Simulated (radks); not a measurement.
# Xe⁺ in [Kr] 4d10 5s2 5p4 6s1: an all-electron calculation

One table from this session's results is given with a row withheld; the runs are named, their logs left out.

The numbers are computed with radks (a radial shooting solver on a logarithmic mesh, Libxc functionals) version 1 (Dirac Kohn-Sham, PBEsol, spin-unpolarised, spherical densities, point nucleus; open shells are shared between the two j in proportion to 2j + 1), except any that are marked as measured or tabulated.

## The system

* element: xenon (Z = 54)
* charge: +1
* electrons: 53
* configuration: [Kr] 4d10 5s2 5p4 6s1

The outer shells:

Xe⁺
```
[Kr] core
4d [↑↓][↑↓][↑↓][↑↓][↑↓]
5s [↑↓]
5p [↑↓][↑ ][↑ ]
6s [↑ ]
```

Set-up of the first run:

Input:

```text
Z 54
configuration [Kr] 4d10 5s2 5p4 6s1
relativity Dirac
functional pbe_sol,pbe_sol
spin unpolarised
j_filling average
nucleus point
c 137.035999084
```

One table of the session follows, with a row left open; its other results are not shown here.

It belongs to the step «Orbitals and density». Radial moments (bohr):

```
level      <r>  outermost maximum (interpolated)  90 % within  nodes
1s1/2  0.02666                            0.0172       0.0480      0
2s1/2   0.1142                            0.0971        0.177      1
2p1/2  0.09623                            0.0744        0.158      0
2p3/2   0.1020                            0.0793        0.166      0
3s1/2   0.3062                             0.279        0.450      2
3p1/2   0.2963                             0.266        0.446      1
3p3/2   0.3080                             0.277        0.462      1
3d3/2   0.2788                             0.224        0.438      0
3d5/2   0.2825                             0.227        0.443      0
4s1/2   0.7167                             0.661         1.03      3
4p1/2   0.7457                             0.677         1.09      2
4p3/2   0.7736                             0.701         1.13      2
4d3/2   0.8691                             0.744         1.32      1
4d5/2   0.8798                             0.752         1.34      1
5s1/2    1.792                              1.60         2.59      4
5p1/2    2.057                              1.79         3.01      3
5p3/2    2.142                              1.86         3.14      3
6s1/2        ?                                 ?            ?      ?
```

Estimate the missing values for 6s1/2.

**Answer.** <r>: 4.615; outermost maximum (interpolated): 4.18; 90 % within: 6.61; nodes: 5. In the column «<r>» it is the highest.
